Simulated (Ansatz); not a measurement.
# LaAs: the cost of one run

Program: Ansatz 0.2.0. Level of theory: DFT PBEsol, scalar-relativistic. These are calculated values, not measurements.

## 1. The starting structure

Symmetry: Fm-3m, No. 225, cubic system. Conventional cell: a = 6.125 Å, b = 6.125 Å, c = 6.125 Å, α = 90.00°, β = 90.00°, γ = 90.00°. La (site symmetry m-3m) has 6 As at 3.06 Å as nearest neighbours. As (site symmetry m-3m) is surrounded by 6 La at 3.06 Å.

As a file:

```cif
data_structure
_symmetry_space_group_name_H-M 'Fm-3m'
_symmetry_Int_Tables_number 225
_cell_length_a 6.1250
_cell_length_b 6.1250
_cell_length_c 6.1250
_cell_angle_alpha 90.000
_cell_angle_beta 90.000
_cell_angle_gamma 90.000
_cell_volume 229.78
loop_
_atom_site_label
_atom_site_type_symbol
_atom_site_symmetry_multiplicity
_atom_site_Wyckoff_symbol
_atom_site_fract_x
_atom_site_fract_y
_atom_site_fract_z
_atom_site_occupancy
La1 La 4 a 0.00000 0.00000 0.00000 1
As1 As 4 b 0.50000 0.00000 0.00000 1
```

The file gives the conventional cell by its symmetry; the runs use the cell typed in the input.

Atoms are numbered in the order of the input: La1, As2.

## 2. After the deformation

Space group Fm-3m before, I4/mmm after.

## 3. All-electron LAPW

Contents of input.yaml:

```yaml
crystal:
  lattice:
    - [0.0, 3.0625, 3.00125]
    - [3.0625, 0.0, 3.00125]
    - [3.0625, 3.0625, 0.0]
  atoms:
    - { symbol: La, position: [0.0, 0.0, 0.0] }
    - { symbol: As, position: [0.5, 0.5, 0.5] }
kpoints:
  mp_grid: { grid: [12, 12, 12] }
  band_path:
    path:
      - [0.0, 0.0, 0.0]
      - [0.0, 0.5, 0.5]
      - [0.25, 0.75, 0.5]
      - [0.0, 0.5, 0.0]
      - [0.0, 0.0, 0.0]
      - [0.5, 0.5, 0.0]
      - [0.3801541025, 0.6198458975, 0.0]
      - [-0.3801541025, 0.3801541025, 0.0]
      - [0.0, 0.0, 0.0]
    npoints: 5
scf:
  occupations: { method: fermi_dirac, width: 0.05 }
hamiltonian:
  xc: pbesol
  pseudopotentials: { kind: all_electron, lapw: { basis_error: 0.001 } }
output:
  forces: true
  stress: true
  eigenvalues: true
```

On the command line:

```console
$ ansatz run input.yaml --threads 1 --pin off --max-ram 3072MiB --backend cpu --events-out ev --progress --plain --runs-dir out
```

Q: Estimate wall time and peak memory on 1 thread of Arm Neoverse V2, shared host.

About 48 s, with a peak of 0.58 GiB.
